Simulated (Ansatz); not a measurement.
**InH₂+ (singlet): from Hartree-Fock to the top rungs at a displaced geometry (v1), def2-TZVPP**

An exercise on one series of results from a longer session: the logs are not shown, and one member is left open.

The runs use Ansatz 0.2.0, Gaussian basis; def2-TZVPP, core rule «outside noble gas», up to 9 orbitals frozen.

The runs, in order: UHF; CCSD(T) on RHF; BCCD(T) on RHF; CCSDT(Q) on RHF; Full CI.

16 further runs of the same task are left out: 4 for a known fault of the program, 5 that didn't finish, 7 set aside as unsound or not needed.

## The geometry

The geometry is a PBE0/def2-TZVP stationary point (not a proven minimum) with its atoms shifted at random (size 0.040 Å). No spin-orbit coupling is included. Elements past krypton take def2 core potentials.

3 atoms, charge 1, spin multiplicity 1.

Atoms are counted from 1 here; the program's logs count them from 0.

Bond lengths: In1–H2 1.677 Å, In1–H3 1.613 Å. Angles: H2–In1–H3 178.1°.

Set-up of the first run:

Contents of in.yaml:

```yaml
crystal:
  periodic: [false, false, false]
  atoms:
    - {symbol: In, position_ang: [-0.015433, -0.009008, 0.021640]}
    - {symbol: H, position_ang: [-0.016266, -0.025151, -1.654913]}
    - {symbol: H, position_ang: [0.031698, 0.034159, 1.633273]}
basis:
  gaussian: {orbitals: def2-TZVPP}
total_charge: 1
magnetization: {spin_polarized: true, initial_magnetization: 0}
hamiltonian: {xc: hf}
output: {orbitals: {seedname: orbitals}}
```

On the command line:

```console
$ ansatz run in.yaml --threads 1 --pin off --events-out ev --progress --plain --max-ram 2393MiB
```

Steps of the session up to this table: UHF; CCSD(T) on RHF; BCCD(T) on RHF; CCSDT(Q) on RHF; Full CI.

One table of the session follows, with a row left open; its other results are not shown here.

It belongs to the step «Misses and costs». 

```
   method  from FCI (meV)
      RHF         +1934.7
     RMP2               ?
    RCCSD           +25.9
 RCCSD(T)            +6.6
  BCCD(T)            +6.3
   RCCSDT            +0.6
RCCSDT(Q)            +0.2
      FCI               0
```

Q: Estimate the row for RMP2 from the others.

The run gave: from FCI (meV): +435.8. In the column «from FCI (meV)» it lies between RCCSD (+25.9) and RHF (+1934.7).
